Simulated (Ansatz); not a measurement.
# C2H5BF2: the cost of one run

Computed with Ansatz 0.2.0, Gaussian basis. Level: the settings change from run to run.

## 1. The geometry

The structure was relaxed beforehand with PBE0-D4 in a triple-zeta def2 set.

10 atoms, charge 0, spin multiplicity 1.

Atoms are counted from 1 here; the program's logs count them from 0.

Bond lengths: C1–C2 1.523 Å, C1–H6 1.092 Å, C1–H7 1.092 Å, C1–H8 1.092 Å, C2–B3 1.558 Å, C2–H9 1.098 Å, C2–H10 1.098 Å, B3–F4 1.323 Å, B3–F5 1.324 Å. Angles: C2–C1–H6 111.4°, C2–C1–H7 111.3°, C2–C1–H8 111.3°, H6–C1–H7 107.7°, H6–C1–H8 107.7°, H7–C1–H8 107.1°, C1–C2–B3 115.9°, C1–C2–H9 111.0°, C1–C2–H10 110.9°, B3–C2–H9 107.3°, B3–C2–H10 107.1°, H9–C2–H10 103.9°, C2–B3–F4 122.8°, C2–B3–F5 121.4°, F4–B3–F5 115.9°.

## 2. wB97M-V/pcseg-2

This run has unrestricted orbitals, a grid of angular degree 11, relativity set to none.

Contents of in.yaml:

```yaml
crystal:
  periodic: [false, false, false]
  atoms:
    - {symbol: C, position_ang: [-1.143038, -0.282296, -0.295580]}
    - {symbol: C, position_ang: [0.379071, -0.286283, -0.348246]}
    - {symbol: B, position_ang: [1.097853, 0.612090, 0.702924]}
    - {symbol: F, position_ang: [0.441836, 1.326622, 1.602406]}
    - {symbol: F, position_ang: [2.418090, 0.701283, 0.745748]}
    - {symbol: H, position_ang: [-1.570520, -0.936461, -1.057947]}
    - {symbol: H, position_ang: [-1.507981, -0.621857, 0.676005]}
    - {symbol: H, position_ang: [-1.543754, 0.720754, -0.456264]}
    - {symbol: H, position_ang: [0.738917, 0.018956, -1.339144]}
    - {symbol: H, position_ang: [0.772626, -1.303908, -0.227004]}
basis:
  gaussian: {orbitals: pcseg-2, final_grid: {core_spheres: 5, valence_spheres: 4, degree: 11}}
magnetization: {spin_polarized: true, initial_magnetization: 0}
hamiltonian: {xc: {name: wB97M-V}, pseudopotentials: {relativity: none}}
output: {forces: true}
```

Launch:

```bash
ansatz run in.yaml --threads 4 --pin off --events-out ev --progress --plain --max-ram 10444MiB
```

Q: Estimate wall time and peak memory on 4 threads of Arm Neoverse V1, shared host.

About 6.5 s, with a peak of 0.65 GiB.
